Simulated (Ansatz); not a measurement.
Task: a single point in a Gaussian basis of C2H10AlAs, SMILES CC[AsH2+][AlH3-], with Ansatz 0.2.0 through its Python package. Give the script and its output. Settings: B3LYP, def2-SVP basis, multiplicity 1, D4 dispersion.

```xyz
14

C    -1.5177    0.1803    0.9438
C    -1.0455   -0.7277   -0.1830
As    0.2448    0.2078   -1.3510
Al    2.1792    0.2698    0.1513
H    -2.2601   -0.3586    1.5691
H    -0.6623    0.4775    1.5852
H    -1.9961    1.0907    0.5255
H    -0.5680   -1.6372    0.2386
H    -1.9191   -1.0354   -0.7952
H     0.3136   -0.8435   -2.5063
H    -0.5519    1.5275   -1.6143
H     2.1398    1.6183    1.0056
H     2.1191   -0.9840    1.1385
H     3.5242    0.2146   -0.7078
```

The script, `energy.py`:
```python
'''Single point of C2H10AlAs in a Gaussian basis.'''

from pathlib import Path

import ansatz
import numpy as np


def main() -> None:
    geometry = (
        ansatz.Crystal.molecule()
        .atom('C', (-1.5177, 0.1803, 0.9438))
        .atom('C', (-1.0455, -0.7277, -0.183))
        .atom('As', (0.2448, 0.2078, -1.351))
        .atom('Al', (2.1792, 0.2698, 0.1513))
        .atom('H', (-2.2601, -0.3586, 1.5691))
        .atom('H', (-0.6623, 0.4775, 1.5852))
        .atom('H', (-1.9961, 1.0907, 0.5255))
        .atom('H', (-0.568, -1.6372, 0.2386))
        .atom('H', (-1.9191, -1.0354, -0.7952))
        .atom('H', (0.3136, -0.8435, -2.5063))
        .atom('H', (-0.5519, 1.5275, -1.6143))
        .atom('H', (2.1398, 1.6183, 1.0056))
        .atom('H', (2.1191, -0.984, 1.1385))
        .atom('H', (3.5242, 0.2146, -0.7078))
    )

    base = (
        geometry.calculation()
        .basis(gaussian='def2-SVP')
        .functional('b3lyp', dispersion='d4')
        .forces()
        .orbitals()
    )
    res = base.run(runs_dir='out')
    rep = res.report

    for key in ('converged', 'free_energy_ev', 'reference_energy_ev', 'n_frozen', 'n_occupied', 'n_virtual'):
        print(f'{key:22s} {rep[key]}')

    state = rep['mean_field']['state']
    print(f'mean field: {state["energy"]["hartree"]:.7f} Ha, <S^2> = {abs(state["spin_squared"]):.4f}, stability: {state.get("stability", {}).get("kind")}')

    symbols = [site.symbol for site in geometry.cartesian_sites]
    forces = np.array(rep['forces_ev_ang'])
    print('largest force', round(float(np.linalg.norm(forces, axis=1).max()), 4), 'eV/A, rms', round(float(np.sqrt((forces ** 2).mean())), 4))

    charges = rep['charge_distribution']
    print('dipole moment', round(4.803205 * float(np.linalg.norm(charges['dipole_moment_e_ang'])), 3), 'D')
    print('Mulliken:', [(s, round(q, 3)) for s, q in zip(symbols, charges['mulliken_charges_e'])])

    lines = Path(rep['orbitals_path']).read_text().splitlines()
    field_of = lambda key: [line.split('=')[1].strip() for line in lines if line.startswith(key)]
    orbitals = [(27.211386 * float(e), s, float(n)) for e, s, n in zip(field_of('Ene='), field_of('Spin='), field_of('Occup='))]
    homo = max(e for e, _, n in orbitals if n > 0.5)
    lumo = min(e for e, _, n in orbitals if n < 0.5)
    print(f'HOMO {homo:.3f} eV, LUMO {lumo:.3f} eV, gap {lumo - homo:.3f} eV')


if __name__ == '__main__':
    main()
```

```console
$ python energy.py
converged              True
free_energy_ev         -69665.42813281804
reference_energy_ev    -69664.92423715512
n_frozen               0
n_occupied             [34, 34]
n_virtual              [94, 94]
mean field: -2560.1387451 Ha, <S^2> = 0.0000, stability: minimum
largest force 2.2647 eV/A, rms 0.5089
dipole moment 6.857 D
Mulliken: [('C', -0.033), ('C', -0.181), ('As', 0.207), ('Al', 0.231), ('H', 0.041), ('H', 0.076), ('H', 0.025), ('H', 0.078), ('H', 0.051), ('H', 0.028), ('H', 0.027), ('H', -0.183), ('H', -0.183), ('H', -0.184)]
HOMO -6.875 eV, LUMO -1.731 eV, gap 5.144 eV
```

Total energies depend on the basis set; only differences at equal settings carry meaning. The geometry is a force-field or estimated start, not a minimum of this method, and the basis set is short of its limit. Total less reference energy is the dispersion correction. b3lyp holds the VWN-RPA fit, as in Gaussian; the form of ORCA and Turbomole is b3lyp5. Levels such as HOMO and LUMO are orbital energies: with these approximate functionals they aren't the ionisation energy and electron affinity, and their gap isn't the fundamental gap. It ran for 5.7 s on 1 thread of AMD EPYC 9B14 (Zen 4) (shared host), peak memory 0.38 GiB.
